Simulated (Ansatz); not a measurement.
# GaN: the cost of one run

Program: Ansatz 0.2.0. Level of theory: DFT r2SCAN, scalar-relativistic, plane waves, PAW. These are calculated values, not measurements.

The COD entry's cell or inner coordinates are ideal or old and differ from later refinements, so a difference from it is no clean test against experiment.

2 further runs of the same task are left out: 2 set aside as unsound or not needed.

## Step 1: The structure to begin with

Symmetry: P6_3mc, No. 186, hexagonal system. The conventional cell has a = 3.183 Å, b = 3.183 Å, c = 5.184 Å, α = 90.00°, β = 90.00°, γ = 120.00°. Ga (site symmetry 3m) has 4 N at 1.95 Å in its first shell of neighbours. Around N (site symmetry 3m) lie 4 Ga at 1.95 Å.

As a file:

```cif
data_structure
_symmetry_space_group_name_H-M 'P 1'
_symmetry_Int_Tables_number 1
_cell_length_a 3.1831
_cell_length_b 5.1836
_cell_length_c 5.5133
_cell_angle_alpha 90.000
_cell_angle_beta 90.000
_cell_angle_gamma 90.000
_cell_volume 90.97
loop_
_atom_site_label
_atom_site_type_symbol
_atom_site_fract_x
_atom_site_fract_y
_atom_site_fract_z
_atom_site_occupancy
Ga1 Ga 0.50000 0.00089 0.16667 1
Ga2 Ga 0.00000 0.00089 0.66667 1
Ga3 Ga 0.00000 0.50089 0.33333 1
Ga4 Ga 0.50000 0.50089 0.83333 1
N1 N 0.50000 0.62411 0.16667 1
N2 N 0.00000 0.62411 0.66667 1
N3 N 0.00000 0.12411 0.33333 1
N4 N 0.50000 0.12411 0.83333 1
```

It is built from the cell relaxed beforehand with the same method (11.37 Å³/atom).

## Step 2: The undisturbed cell

The input, input.yaml:

```yaml
crystal:
  lattice:
    - [-3.1830984305, 0.0, 0.0]
    - [0.0, 0.0, -5.183596235]
    - [1.0e-10, -5.5132882072, 0.0]
  atoms:
    - { symbol: Ga, position: [0.5, 0.0008898957, 0.1666666667] }
    - { symbol: Ga, position: [0.0, 0.0008898957, 0.6666666667] }
    - { symbol: Ga, position: [0.0, 0.5008898957, 0.3333333333] }
    - { symbol: Ga, position: [0.5, 0.5008898957, 0.8333333333] }
    - { symbol: "N", position: [0.5, 0.6241101043, 0.1666666667] }
    - { symbol: "N", position: [0.0, 0.6241101043, 0.6666666667] }
    - { symbol: "N", position: [0.0, 0.1241101043, 0.3333333333] }
    - { symbol: "N", position: [0.5, 0.1241101043, 0.8333333333] }
basis:
  ecutwfc: 500
kpoints:
  mp_grid: { grid: [8, 6, 6] }
hamiltonian:
  xc: r2scan
scf:
  occupations: { method: gaussian, width: 0.05 }
output:
  forces: true
  stress: true
  eigenvalues: true
```

Launch:

```console
$ ansatz run input.yaml --threads 2 --pin off --max-ram 5120MiB --backend cpu --events-out ev --progress --plain --runs-dir out
```

What time and memory should one allow on 2 threads of Oxide Virtual Turin-like (Zen 5), shared host?

About 14 s, with a peak of 0.7 GiB.
